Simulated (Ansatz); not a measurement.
Here is an Ansatz 0.2.0 calculation.

The input input.yaml:

```yaml
crystal:
  lattice:
    - [0.0, 3.387167, 3.387167]
    - [3.387167, 0.0, 3.387167]
    - [3.387167, 3.387167, 0.0]
  atoms:
    - { symbol: Ge, position: [0.5, 0.5, 0.5] }
    - { symbol: Ge, position: [0.75, 0.75, 0.75] }
    - { symbol: Ge, position: [0.25, 0.25, 0.25] }
    - { symbol: Ga, position: [0.0, 0.0, 0.0] }
kpoints:
  mp_grid: { grid: [7, 7, 7] }
scf:
  occupations: { method: fermi_dirac, width: 0.05 }
hamiltonian:
  xc: pbesol
  pseudopotentials: { kind: all_electron, lapw: { basis_error: 0.002 } }
output:
  forces: true
  stress: true
relax:
  f_tol: 0.02
  max_steps: 60
  cell: {}
```

Potentials or basis: all-electron LAPW, scalar-relativistic.

Command:

```console
$ ansatz run input.yaml --threads 2 --pin off --max-ram 8192MiB --backend cpu --events-out ev --progress --plain --runs-dir out
```

Task: Estimate the relaxed cell.

Result: a = 4.695 Å, b = 4.695 Å, c = 4.695 Å, α = 60.00°, β = 60.00°, γ = 60.00°.

Task: What does it give for the relaxed volume?

Result: 18.29 Å³/atom.

The path:
| step | energy change (eV) | largest force (eV/Å) | volume (Å³) |
| --- | --- | --- | --- |
| 1 | 0.0000 | 0.0000 | 77.72 |
| 2 | -0.0407 | 0.0000 | 70.87 |
| 3 | -0.0584 | 0.0000 | 73.44 |
| 4 | -0.0587 | 0.0000 | 73.18 |
| 5 | -0.0587 | 0.0000 | 73.18 |
